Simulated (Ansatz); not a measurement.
NbTe:

```
Te Nb
1.0
     3.70297    0.00000    0.00000
    -1.85149    3.20687    0.00000
     0.00000    0.00000    3.69421
Te Nb
1 1
Direct
  0.66667 0.33333 0.00000
  0.00000 0.00000 0.50000
```

The cell comes from a database or a generator and needn't be the stable form of this composition.

Base run:

* Program: Ansatz 0.2.0
* Functional: PBEsol
* Potentials or basis: Ansatz PAW
* Cutoff: 420 eV (not typed: the program's choice for these potentials)
* k mesh: 8 × 8 × 7
* Occupations: fermi-dirac, width 0.05 eV
* Spin: no spin polarisation
* Hubbard terms: Nb d U = 2 eV

Its results: band gap on the k mesh none (metal or under the smearing width); pressure -4.9 GPa.

Problem. The run is repeated on the same cell with these changes: hubbard terms from Nb d U = 2 eV to Nb d U = 6 eV. What comes out?

Solution. Band gap on the k mesh none (metal or under the smearing width); pressure -1.0 GPa.

Caveats: U without spin polarisation on a metal has little footing; the PAW data sets come from PBE, with cores solved anew for the run's functional, which leaves a small shift of forces and pressure; the U is typed as a test and isn't derived for this compound.
